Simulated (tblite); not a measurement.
# C2H8BF2NSi: the cost of one run

Computed with tblite 0.8.0 and PySCF 2.14.0, with density-fitted response routines of our own, on a single molecule, in the gas phase or a continuum. Atoms count from 0, in the outputs and in this text.

## 1. The starting structure

15 atoms, charge 0, multiplicity 1; geometry from: force field or distance geometry start.

Bonds of the start (Å): F0–B1 1.46, B1–F2 1.44, B1–C3 1.58, C3–C4 1.50, C4–N5 1.44, N5–Si6 1.79, C3–H7 1.14, C3–H8 1.09, C4–H9 1.11, C4–H10 1.12, N5–H11 1.04, Si6–H12 1.48, Si6–H13 1.48, Si6–H14 1.45.

## 2. Relaxing the molecule with GFN2-xTB

The job: settings as JSON, then the geometry in Å.

```
{"job": {"kind": "relax", "xc": "GFN2-xTB", "basis": "xTB"}, "charge": 0, "multiplicity": 1}
F     -2.530900     1.813100     0.954700
B     -2.509300     0.801900    -0.098000
F     -2.911200     1.194000    -1.425200
C     -1.483500    -0.368900     0.163300
C     -0.103400     0.148600    -0.114500
N      0.801800    -0.949500     0.123700
Si     2.457000    -0.361500    -0.214700
H     -1.523300    -0.564900     1.285200
H     -1.674800    -1.303700    -0.364400
H      0.002700     0.556700    -1.143600
H      0.174400     0.983700     0.579100
H      0.672200    -1.372100     1.061900
H      2.344700     1.080200    -0.514900
H      3.279100    -0.524900     1.005800
H      3.000200    -1.124800    -1.320400
```

Launch:

```sh
OMP_NUM_THREADS=1 python probes_run.py task.json out
```

The driver reads the jobs from task.json and runs them one after another.

**Question.** How long does this first job take on 1 thread of Arm Neoverse N1, shared host, and how much memory does it need?

About 1.4 s, with a peak of 0.18 GiB.
